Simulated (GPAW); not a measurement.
**One shape, several levels: CH2BNS (SMILES S=C1BN1)**

Aim: a comparison of 3 runs (BP86/real-space grid, PBE/real-space grid, PBE/dzp) of CH2BNS. The job is set up through an ASE script.

The calculation is run with GPAW 26.7.0.

3 further runs of the same task are left out: 1 that didn't finish, 2 set aside as unsound or not needed. Runs told in other sessions of the task aren't counted.

## 1. The structure to begin with

CH2BNS: 6 atoms, total charge 0, spin state singlet. As SMILES, `S=C1BN1`. The shape is that of a GFN2-xTB optimisation.

Bond lengths: S1–C2 1.608 Å, C2–B3 1.507 Å, C2–N4 1.380 Å, B3–N4 1.385 Å, B3–H5 1.150 Å, N4–H6 1.005 Å. Angles: S1–C2–B3 166.7°, S1–C2–N4 136.0°, B3–C2–N4 57.2°, C2–B3–N4 56.8°, C2–N4–B3 66.0°, C2–B3–H5 160.9°, N4–B3–H5 142.2°, C2–N4–H6 136.3°, B3–N4–H6 157.6°.

## 2. Energy and one-electron properties at BP86/real-space grid (scalar-relativistic datasets) (run 1)

Input file run.py:

```python
from ase import Atoms
from gpaw import GPAW, setup_paths
from gpaw.atom.configurations import parameters
from gpaw.atom.generator import Generator

# Structure
mol = Atoms('SCBNHH',
    positions=[[ -0.274550,  -1.957180,   1.260440],
               [  0.025950,  -0.714500,   0.285810],
               [  0.556550,   0.240270,  -0.751930],
               [ -0.420060,   0.585630,   0.167740],
               [  1.185440,   0.669030,  -1.613500],
               [ -1.073340,   1.176760,   0.651440]])
mol.center(vacuum=5.0)

# No datasets are shipped for this functional: make them
for symbol in ['B', 'C', 'H', 'N', 'S']:
    Generator(symbol, xcname='GGA_X_B88+GGA_C_P86', scalarrel=True, nofiles=True, txt=None).run(**parameters[symbol])
setup_paths.insert(0, '.')

# Calculator
dft = GPAW(mode='fd',
           h=0.2,
           xc='GGA_X_B88+GGA_C_P86',
           eigensolver='davidson',
           maxiter=100,
           txt='-')
mol.calc = dft

energy = mol.get_potential_energy()
print(f'Energy                  {energy:.5f} eV')
forces = mol.get_forces()
print('Forces (eV/Ang)')
for symbol, f in zip(mol.symbols, forces):
    print(f'{symbol:2} {f[0]:9.4f} {f[1]:9.4f} {f[2]:9.4f}')
homo, lumo = dft.get_homo_lumo()
print(f'HOMO = {homo:.3f} eV')
print(f'LUMO                    {lumo:.3f} eV')
print(f'Gap = {lumo - homo:.3f} eV')

# Non-self-consistent energies
nsc = {}
for xc in ['RPBE', 'GGA_XC_B97_D', 'revTPSS', 'GGA_X_PBEINT+GGA_C_PBEINT', 'GGA_X_B88+GGA_C_P86', 'GGA_X_SOGGA11+GGA_C_SOGGA11', 'GGA_X_OPTX+GGA_C_LYP', 'AM05', 'GGA_X_N12+GGA_C_N12']:
    nsc[xc] = energy + dft.get_xc_difference(xc)
    print(f'{xc:32} {nsc[xc]:12.4f} eV')
```

The run is started by

```sh
$ python run.py
```

Output:

```text
[...]
Number of symmetries: 1
[...]
  Number of IBZ points: 1
[...]
Spin-components: 1 (collinear spins)
Bands:           16
[...]
  Valence electrons: 20.0
[...]
  Grid points: [60 64 64]
  Charge: 0.0  # |e|
[...]
    cutoffs:
[...]
occupation numbers:
  # Zero width
[...]
xc functional:
  name: GGA_X_B88+GGA_C_P86 with 2 nearest neighbor stencil
[...]
|iter     |     time |      energy | eigst |  dens |
[...]
|iter:   1| 00:00:02 |  -35.497053 | +1.18 |       |
[...]
|iter:  27| 00:00:29 |  -32.829964c| -7.51c| -5.63c|
Converged in 27 steps
[...]
Energy contributions relative to reference atoms: (reference = -14071.853234)
Energy contributions:
  Kinetic:          39.503398
  Coulomb:         -41.104548
  Zero:              0.976420
  External:          0.000000
  Xc:              -32.205234
  Entropy:           0.000000
  Spinorbit:         0.000000
  ----------------------------
  Free energy:     -32.829964
  Extrapolated:    -32.829964
dipole moment: (-0.073200, 0.759520, -0.279480)  # |e|*Ang
Fermi level: -3.970
Eigenvalues  # (at kpt = [0.000, 0.000, 0.000])
| band index |      eig [eV] | occ [0-2] |
|------------|---------------|-----------|
|          0 |       -25.024 |     2.000 |
|        ... |               |           |
|          2 |       -16.974 |     2.000 |
|          3 |       -12.761 |     2.000 |
|          4 |       -11.213 |     2.000 |
|          5 |       -10.757 |     2.000 |
|          6 |        -9.820 |     2.000 |
|          7 |        -8.766 |     2.000 |
|          8 |        -6.600 |     2.000 |
|          9 |        -5.162 |     2.000 |
|         10 |        -2.778 |     0.000 |
|         11 |        -1.462 |     0.000 |
[...]
Gap: 2.384 eV
Transition (v -> c):
[...]
Forces (eV/Ang)
S    -0.0661   -0.6278    0.3594
C    -0.0167   -0.2229    0.1960
B    -0.1674   -0.0826    0.1889
N     0.3751    0.4036   -0.0730
H     0.5111    0.3487   -0.7519
H    -0.4449    0.4287    0.3281
HOMO = -5.162 eV
LUMO                    -2.778 eV
Gap = 2.384 eV
RPBE                                 -31.0332 eV
GGA_XC_B97_D                         -29.4755 eV
revTPSS                              -27.8549 eV
GGA_X_PBEINT+GGA_C_PBEINT              4.9479 eV
GGA_X_B88+GGA_C_P86                  -32.8300 eV
GGA_X_SOGGA11+GGA_C_SOGGA11          -31.9812 eV
GGA_X_OPTX+GGA_C_LYP                 -30.9417 eV
AM05                                  27.8028 eV
GGA_X_N12+GGA_C_N12                  -31.3838 eV
```

Wall time 38 s (1 thread of Arm Neoverse V2, shared host); peak memory 0.65 GiB.

## 3. Energy and one-electron properties at PBE/real-space grid (scalar-relativistic datasets) (run 2)

Input file mol_sp.py:

```python
import numpy as np
from ase import Atoms
from ase.units import Debye
from gpaw import GPAW

# Structure
molecule = Atoms(['S', 'C', 'B', 'N', 'H', 'H'],
    positions=[[ -0.274550,  -1.957180,   1.260440],
               [  0.025950,  -0.714500,   0.285810],
               [  0.556550,   0.240270,  -0.751930],
               [ -0.420060,   0.585630,   0.167740],
               [  1.185440,   0.669030,  -1.613500],
               [ -1.073340,   1.176760,   0.651440]])
molecule.center(vacuum=4.5)

# Ground state
calc = GPAW(mode='fd', maxiter=150, xc='PBE', h=0.18, txt='-')
molecule.calc = calc

energy = molecule.get_potential_energy()
print(f'Energy                  {energy:.5f} eV')
forces = molecule.get_forces()
print('Forces (eV/Ang)')
for symbol, f in zip(molecule.symbols, forces):
    print(f'{symbol:2} {f[0]:9.4f} {f[1]:9.4f} {f[2]:9.4f}')
dipole = molecule.get_dipole_moment() / Debye
print(f'Dipole: {np.linalg.norm(dipole):.3f} D')
homo, lumo = calc.get_homo_lumo()
print(f'HOMO = {homo:.3f} eV')
print(f'LUMO = {lumo:.3f} eV')
print(f'Gap = {lumo - homo:.3f} eV')
```

The run is started by

```sh
$ python mol_sp.py
```

Output:

```text
[...]
Number of symmetries: 1
[...]
  Number of IBZ points: 1
[...]
Spin-components: 1 (collinear spins)
Bands:           16
[...]
  Valence electrons: 20.0
[...]
  Grid points: [64 68 64]
  Charge: 0.0  # |e|
[...]
    cutoffs:
[...]
occupation numbers:
  # Zero width
[...]
xc functional:
  name: PBE with 2 nearest neighbor stencil
[...]
|iter     |     time |      energy | eigst |  dens |
[...]
|iter:   1| 00:00:03 |  -36.266895 | +1.23 |       |
[...]
|iter:  16| 00:00:21 |  -33.397350c| -7.61c| -5.92c|
Converged in 16 steps
[...]
Energy contributions relative to reference atoms: (reference = -14061.439409)
Energy contributions:
  Kinetic:          38.367490
  Coulomb:         -39.737585
  Zero:              0.658934
  External:          0.000000
  Xc:              -32.686189
  Entropy:           0.000000
  Spinorbit:         0.000000
  ----------------------------
  Free energy:     -33.397350
  Extrapolated:    -33.397350
dipole moment: (-0.073888, 0.760665, -0.279373)  # |e|*Ang
Fermi level: -3.899
Eigenvalues  # (at kpt = [0.000, 0.000, 0.000])
| band index |      eig [eV] | occ [0-2] |
|------------|---------------|-----------|
|          0 |       -24.962 |     2.000 |
|        ... |               |           |
|          2 |       -16.890 |     2.000 |
|          3 |       -12.667 |     2.000 |
|          4 |       -11.112 |     2.000 |
|          5 |       -10.693 |     2.000 |
|          6 |        -9.725 |     2.000 |
|          7 |        -8.676 |     2.000 |
|          8 |        -6.530 |     2.000 |
|          9 |        -5.085 |     2.000 |
|         10 |        -2.713 |     0.000 |
|         11 |        -1.424 |     0.000 |
[...]
Gap: 2.372 eV
Transition (v -> c):
[...]
Forces (eV/Ang)
S    -0.0623   -0.5570    0.2877
C    -0.0454   -0.1847    0.2005
B    -0.1936   -0.1001    0.2847
N     0.1981    0.0892   -0.2671
H     0.5298    0.3372   -0.7586
H    -0.4623    0.4351    0.3169
Dipole: 3.908 D
HOMO = -5.085 eV
LUMO = -2.713 eV
Gap = 2.372 eV
```

Wall time 22 s (1 thread of Arm Neoverse V2, shared host); peak memory 0.71 GiB.

## 4. The charge distribution at PBE/dzp (scalar-relativistic datasets) (run 3)

Input file molecule.py:

```python
import numpy as np
from ase import Atoms
from ase.units import Bohr, Debye
from gpaw import GPAW

positions_bohr = np.array(
              [[ -0.518824,  -3.698534,   2.381886],
               [  0.049038,  -1.350209,   0.540103],
               [  1.051727,   0.454044,  -1.420942],
               [ -0.793798,   1.106680,   0.316983],
               [  2.240157,   1.264283,  -3.049073],
               [ -2.028319,   2.223754,   1.231043]])
mol = Atoms('SCBNHH', positions=positions_bohr * Bohr)
mol.center(vacuum=4.5)

dft = GPAW(mode='lcao', basis='dzp', xc='PBE', maxiter=150, h=0.18, txt='-')
mol.calc = dft

energy = mol.get_potential_energy()
print(f'Energy: {energy:.5f} eV')
forces = mol.get_forces()
print('Forces (eV/Ang)')
for symbol, f in zip(mol.symbols, forces):
    print(f'{symbol:2} {f[0]:9.4f} {f[1]:9.4f} {f[2]:9.4f}')
dipole = mol.get_dipole_moment() / Debye
print(f'Dipole                  {np.linalg.norm(dipole):.3f} D')
homo, lumo = dft.get_homo_lumo()
print(f'HOMO = {homo:.3f} eV')
print(f'LUMO = {lumo:.3f} eV')
print(f'Gap: {lumo - homo:.3f} eV')
```

The run is started by

```sh
$ python3 molecule.py
```

Output:

```text
[...]
Number of symmetries: 1
[...]
  Number of IBZ points: 1
[...]
basis functions: 62
Spin-components: 1 (collinear spins)
Bands:           16
[...]
  Valence electrons: 20.0
[...]
  Grid points: [64 68 64]
  Charge: 0.0  # |e|
[...]
    cutoffs:
[...]
occupation numbers:
  # Zero width
[...]
xc functional:
  name: PBE with 2 nearest neighbor stencil
[...]
|iter     |     time |      energy | eigst |  dens |
[...]
|iter:   1| 00:00:04 |  -32.793491 |      c|       |
[...]
|iter:  10| 00:00:09 |  -31.542414c|      c| -4.45c|
Converged in 10 steps
[...]
Energy contributions relative to reference atoms: (reference = -14061.439409)
Energy contributions:
  Kinetic:          35.763028
  Coulomb:         -34.741730
  Zero:              0.344971
  External:          0.000000
  Xc:              -32.908683
  Entropy:           0.000000
  Spinorbit:         0.000000
  ----------------------------
  Free energy:     -31.542414
  Extrapolated:    -31.542414
dipole moment: (-0.123787, 0.705347, -0.197759)  # |e|*Ang
Fermi level: -3.480
Eigenvalues  # (at kpt = [0.000, 0.000, 0.000])
| band index |      eig [eV] | occ [0-2] |
|------------|---------------|-----------|
|          0 |       -24.864 |     2.000 |
|        ... |               |           |
|          2 |       -16.734 |     2.000 |
|          3 |       -12.434 |     2.000 |
|          4 |       -10.812 |     2.000 |
|          5 |       -10.427 |     2.000 |
|          6 |        -9.438 |     2.000 |
|          7 |        -8.383 |     2.000 |
|          8 |        -6.168 |     2.000 |
|          9 |        -4.661 |     2.000 |
|         10 |        -2.300 |     0.000 |
|         11 |        -0.948 |     0.000 |
[...]
Gap: 2.360 eV
Transition (v -> c):
[...]
Forces (eV/Ang)
S    -0.1562   -0.9319    0.5798
C     0.0585   -0.9445    0.4262
B     0.0679   -0.1039   -0.0385
N    -0.1634    0.6231   -0.2963
H     0.9029    0.6305   -1.2787
H    -0.8076    0.7645    0.5762
Dipole                  3.568 D
HOMO = -4.661 eV
LUMO = -2.300 eV
Gap: 2.360 eV
```

Run time: 10 s. Hardware: 1 thread of Arm Neoverse V2, shared host; peak memory 0.69 GiB.

## 5. All runs side by side

| run | level | grid spacing | vacuum round the molecule | energy (Eh) | dipole moment (D) | HOMO energy (eV) | LUMO energy (eV) | wall time |
| --- | --- | --- | --- | --- | --- | --- | --- | --- |
| 1 | BP86/real-space grid (scalar-relativistic datasets) | 0.2 | 5 | -518.337547 | 3.90 | -5.16 | -2.78 | 38 s |
| 2 | PBE/real-space grid (scalar-relativistic datasets) | 0.18 | 4.5 | -517.975697 | 3.91 | -5.09 | -2.71 | 22 s |
| 3 | PBE/dzp (scalar-relativistic datasets) | 0.18 | 4.5 | -517.907529 | 3.57 | -4.66 | -2.30 | 10 s |

## 6. What came out

| quantity | value |
| --- | --- |
| run 3: energy as printed (from the program's reference atoms) | -31.5424 eV |
| run 3: dipole moment | 3.57 D |
| run 3: HOMO energy | -4.66 eV |
| run 3: LUMO energy | -2.30 eV |
| run 3: HOMO–LUMO gap | 2.36 eV |
| run 3: largest force on an atom | 1.688 eV/Å |

The dipole moment (its size) runs from 3.57 D (PBE/dzp) to 3.91 D (PBE/real-space grid). The HOMO–LUMO gap runs from 2.36 eV (PBE/dzp) to 2.38 eV (BP86/real-space grid). The two ends differ in method and basis. Totals of different functionals can't be ranked against each other. All runs together took 69 s, the longest 38 s.
